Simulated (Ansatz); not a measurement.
# C2H9FOSi2: the cost of one run

All numbers below are computed with Ansatz 0.2.0 (UKS B3LYP-D4/STO-3G).

## Step 1: Starting point

Bond lengths: C1–C2 1.539 Å, C2–O3 1.405 Å, C2–F4 1.399 Å, C2–Si5 1.886 Å, Si5–Si6 2.321 Å, C1–H7 1.082 Å, C1–H8 1.038 Å, C1–H9 1.173 Å, O3–H10 0.993 Å, Si5–H11 1.491 Å, Si5–H12 1.472 Å, Si6–H13 1.482 Å, Si6–H14 1.497 Å, Si6–H15 1.499 Å. Angles (14 of 25 angles, heavy atoms first): C1–C2–O3 104.8°, C1–C2–F4 108.8°, C1–C2–Si5 117.5°, O3–C2–F4 101.0°, O3–C2–Si5 113.9°, F4–C2–Si5 109.5°, C2–Si5–Si6 107.1°, C2–C1–H7 111.0°, C2–C1–H8 111.7°, C2–C1–H9 109.1°, C2–O3–H10 104.1°, C2–Si5–H11 110.2°, C2–Si5–H12 110.5°, Si6–Si5–H11 109.2°.

Structure file:

```xyz
15

C     0.7336   -0.7358    1.5256
C     1.0339   -0.2416    0.0991
O     2.2234   -0.8950   -0.2629
F     1.4671    1.0874    0.1640
Si   -0.3414   -0.3928   -1.1826
Si   -1.9886    1.1346   -0.5994
H     1.5667   -0.5378    2.1876
H     0.4772   -1.7412    1.5375
H    -0.1493   -0.1068    1.9726
H     2.8900   -0.1617   -0.3319
H    -0.9177   -1.7683   -1.1614
H     0.1710   -0.0816   -2.5266
H    -1.5389    2.5453   -0.6703
H    -3.1724    1.0130   -1.5075
H    -2.4764    0.8315    0.7856
```

## Step 2: Preparing the start

File input.yaml:

```yaml
crystal:
  periodic: [false, false, false]
  atoms:
    - { symbol: C, position_ang: [0.7336, -0.7358, 1.5256] }
    - { symbol: C, position_ang: [1.0339, -0.2416, 0.0991] }
    - { symbol: O, position_ang: [2.2234, -0.895, -0.2629] }
    - { symbol: F, position_ang: [1.4671, 1.0874, 0.164] }
    - { symbol: Si, position_ang: [-0.3414, -0.3928, -1.1826] }
    - { symbol: Si, position_ang: [-1.9886, 1.1346, -0.5994] }
    - { symbol: H, position_ang: [1.5667, -0.5378, 2.1876] }
    - { symbol: H, position_ang: [0.4772, -1.7412, 1.5375] }
    - { symbol: H, position_ang: [-0.1493, -0.1068, 1.9726] }
    - { symbol: H, position_ang: [2.89, -0.1617, -0.3319] }
    - { symbol: H, position_ang: [-0.9177, -1.7683, -1.1614] }
    - { symbol: H, position_ang: [0.171, -0.0816, -2.5266] }
    - { symbol: H, position_ang: [-1.5389, 2.5453, -0.6703] }
    - { symbol: H, position_ang: [-3.1724, 1.013, -1.5075] }
    - { symbol: H, position_ang: [-2.4764, 0.8315, 0.7856] }
magnetization:
  spin_polarized: true
basis:
  gaussian: { orbitals: STO-3G }
hamiltonian:
  xc: b3lyp
  dispersion: d4
relax:
  f_tol: 0.02
  max_steps: 40
output:
  orbitals: {}
```

The run is started by

```bash
$ ansatz run input.yaml --threads 1 --pin off --max-ram 2048MiB --backend cpu --events-out ev --progress --plain --runs-dir out
```

Q: Estimate wall time and peak memory on 1 thread of Arm Neoverse V2, shared host.

About 97 s, with a peak of 0.19 GiB.
